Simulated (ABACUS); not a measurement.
**Hf in ABACUS: the effect of basis**

Hf, a slab with vacuum:

```xyz
5
Lattice="3.1967 0.0000 0.0000 -1.5983 2.7684 0.0000 0.0000 0.0000 25.1156" Properties=species:S:1:pos:R:3 pbc="T T T"
Hf    0.0000    1.8456    7.5000
Hf    1.5983    0.9228   10.0289
Hf    0.0000    1.8456   12.5578
Hf    1.5983    0.9228   15.0867
Hf    0.0000    1.8456   17.6156
```

The slab is cut from a database's or a generator's crystal, which needn't be the stable form of the element.

Alike in all runs:

- Program: ABACUS 3.10.1
- Task: single point
- Functional: PBE
- Potentials or basis: PseudoDojo NC SR 0.4.1 PBE standard
- k mesh: 7 × 7 × 1
- Occupations: fermi-dirac, width 0.05 eV
- Spin: no spin polarisation

One run gave: largest force 0.80 eV/Å; work function 4.35 eV. Which basis did it use?
A. pw
B. TZDP
C. DZP

A.

```tsv
basis	cutoff	largest force (eV/Å)	work function (eV)
DZP	1361 eV	0.81	3.63
TZDP	1361 eV	0.80	3.67
pw	789 eV	0.80	4.35
```

Caveats: the atomic orbitals were generated for these runs and aren't a published set (some runs); confined orbitals describe the vacuum poorly, which shifts work functions (some runs).
